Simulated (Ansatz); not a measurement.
# C₂H₆BFO: one species, many methods

One table from this session's results is given with a row withheld; the runs are named, their logs left out.

Method: functionals in def2-TZVPP, the program's frozen cores in correlated methods; program: Ansatz 0.2.0, Gaussian basis.

Plan: LDA (SPW92), PBE-D4, revPBE-D4, BLYP-D4, r2SCAN-D4, B97M-V, PBE0-D4, B3LYP-D4, r2SCANh-D4, r2SCAN0-D4, HSE06-D4, BHLYP-D4, CAM-B3LYP-D4, LC-ωPBE, ωB97X-V, ωB97M-V, B2PLYP, PBE-QIDH; CCSD(T)/def2-SVP; CCSD(T)/def2-TZVPP; MP2/def2-QZVPP; extrapolation to the limit; RPA on PBE.

**The geometry**

All runs share one geometry, relaxed beforehand with PBE0-D4 in a triple-zeta def2 set.

11 atoms, charge 0, spin multiplicity 1.

Atoms are counted from 1 here; the program's logs count them from 0.

Bond lengths: B1–C2 1.583 Å, B1–H6 1.192 Å, B1–H7 1.193 Å, C2–F3 1.394 Å, C2–O4 1.378 Å, C2–H8 1.101 Å, O4–C5 1.416 Å, C5–H9 1.096 Å, C5–H10 1.089 Å, C5–H11 1.093 Å. Angles: C2–B1–H6 119.5°, C2–B1–H7 119.0°, H6–B1–H7 121.4°, B1–C2–F3 112.6°, B1–C2–O4 102.8°, B1–C2–H8 115.5°, F3–C2–O4 110.5°, F3–C2–H8 104.7°, O4–C2–H8 110.9°, C2–O4–C5 114.9°, O4–C5–H9 110.6°, O4–C5–H10 107.0°, O4–C5–H11 110.8°, H9–C5–H10 109.4°, H9–C5–H11 109.5°, H10–C5–H11 109.5°.

Set-up of the first run:

Input file in.yaml:

```yaml
crystal:
  periodic: [false, false, false]
  atoms:
    - {symbol: B, position_ang: [0.634307, 1.594136, -0.967343]}
    - {symbol: C, position_ang: [-0.335626, 0.488490, -0.381706]}
    - {symbol: F, position_ang: [-1.151286, -0.080793, -1.358951]}
    - {symbol: O, position_ang: [0.539776, -0.448769, 0.121624]}
    - {symbol: C, position_ang: [-0.048086, -1.416481, 0.972534]}
    - {symbol: H, position_ang: [0.996486, 1.517102, -2.099933]}
    - {symbol: H, position_ang: [1.020389, 2.464833, -0.248570]}
    - {symbol: H, position_ang: [-1.032111, 0.834541, 0.397424]}
    - {symbol: H, position_ang: [-0.542467, -0.933665, 1.823309]}
    - {symbol: H, position_ang: [0.757816, -2.052156, 1.336071]}
    - {symbol: H, position_ang: [-0.773797, -2.024138, 0.426041]}
basis:
  gaussian: {orbitals: def2-TZVPP}
hamiltonian: {xc: lda}
output: {orbitals: {seedname: orbitals}}
```

The run is started by

```sh
$ ansatz run in.yaml --threads 4 --pin off --events-out ev --progress --plain --max-ram 10444MiB
```

Steps of the session up to this table: LDA; PBE-D4 (GGA); revPBE-D4 (GGA); BLYP-D4 (GGA); r2SCAN-D4 (meta-GGA); B97M-V (meta-GGA); B3LYP-D4 (hybrid); r2SCANh-D4 (hybrid); r2SCAN0-D4 (hybrid); HSE06-D4 (hybrid); BHLYP-D4 (hybrid); CAM-B3LYP-D4 (range-separated); LC-ωPBE (range-separated); ωB97X-V (range-separated); ωB97M-V (range-separated); B2PLYP (double hybrid); PBE-QIDH (double hybrid).

One of the session's tables, all rows but one given; the rest of the session is left out.

It belongs to the step «Orbital energies across the functionals». 

```
  functional  HOMO (eV)  LUMO (eV)  gap (eV)
 LDA (SPW92)      -7.11      -3.31      3.80
      PBE-D4      -6.96      -2.97      3.99
   revPBE-D4      -6.90      -2.83      4.07
     BLYP-D4      -6.88      -2.82      4.05
   r2SCAN-D4      -7.28      -2.55      4.73
      B97M-V      -7.46      -2.70      4.76
     PBE0-D4      -8.56      -1.89      6.67
    B3LYP-D4      -8.32      -2.14      6.18
  r2SCANh-D4      -7.89      -2.19      5.70
  r2SCAN0-D4      -8.80      -1.65      7.16
    HSE06-D4      -8.15      -2.28      5.87
    BHLYP-D4     -10.15      -0.80      9.35
CAM-B3LYP-D4     -10.04      -0.78      9.26
     LC-ωPBE          ?          ?         ?
     ωB97X-V     -11.05       0.38     11.43
     ωB97M-V     -10.99       0.08     11.07
```

Estimate the missing values for LC-ωPBE.

As computed: HOMO (eV): -11.36; LUMO (eV): 0.52; gap (eV): 11.88. In the column «HOMO (eV)» it is the lowest.
